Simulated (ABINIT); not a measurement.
The system is Br.

```
Br
1.0
     3.36325   -2.32255    0.00000
     3.36325    2.32255    0.00000
     0.00000    0.00000    8.70230
Br
4
Direct
  0.36510 0.63490 0.39010
  0.13490 0.86510 0.89010
  0.63490 0.36510 0.60990
  0.86510 0.13490 0.10990
```

| Quantity | Value |
| --- | --- |
| Program | ABINIT 10.8.3 (patched build) |
| Task | relaxation of cell and atoms |
| Functional | LDA |
| Potentials or basis | PseudoDojo NC SR LDA v0.4.1 standard |
| Cutoff | 599 eV |
| k mesh | 5 × 5 × 2 |
| Occupations | fermi-dirac, width 0.05 eV |
| Spin | no spin polarisation |

At the start: pressure -1.3 GPa; volume 33.99 Å³/atom.

Task: Where does the relaxation end?

Result: Over 26 steps the energy falls by 109.6 meV/atom and the volume is 27.49 Å³/atom (-19.1 %); space group Cmce (No. 64, to 0.05 Å).

The path:
```tsv
step	energy change (eV)	largest force (eV/Å)	pressure (GPa)	volume (Å³)
1	0.0000	0.6928	-1.25	135.95
2	-0.0229	0.5592	-1.52	135.43
3	-0.1603	0.1620	-2.94	129.46
4	-0.2521	0.4367	-3.06	122.38
5	-0.2967	0.6397	-1.95	115.35
6	-0.3241	0.4976	-1.78	115.71
7	-0.3701	0.2888	0.43	112.84
8	-0.3760	0.2046	0.06	112.60
9	-0.3793	0.2010	0.02	112.38
10	-0.4211	0.1699	-0.03	108.42
11	-0.4273	0.0912	0.00	107.70
12	-0.4286	0.0426	0.07	107.89
13	-0.4291	0.0352	0.15	108.05
14	-0.4296	0.0456	0.18	108.16
15	-0.4316	0.0861	0.26	108.68
16	-0.4343	0.1046	0.26	109.43
17	-0.4370	0.0697	0.14	110.38
18	-0.4377	0.0226	0.02	110.59
19	-0.4379	0.0121	-0.03	110.47
20	-0.4379	0.0164	-0.04	110.35
21	-0.4379	0.0186	-0.04	110.25
22	-0.4380	0.0209	-0.04	110.05
23	-0.4382	0.0195	-0.03	109.84
24	-0.4384	0.0119	-0.01	109.77
25	-0.4385	0.0034	0.00	109.86
26	-0.4385	0.0002	0.00	109.95
```

Final structure:
```
Br
1.0
     3.33007   -1.94987    0.00000
     3.33007    1.94987    0.00000
     0.00000    0.00000    8.46617
Br
4
Direct
  0.33990 0.66010 0.37900
  0.16010 0.83990 0.87900
  0.66010 0.33990 0.62100
  0.83990 0.16010 0.12100
```

Caveat: the volume moved by over 15 % at a fixed basis, so the end points are rough; the volume moved by -19 % from the deposited cell, more than functionals usually miss.
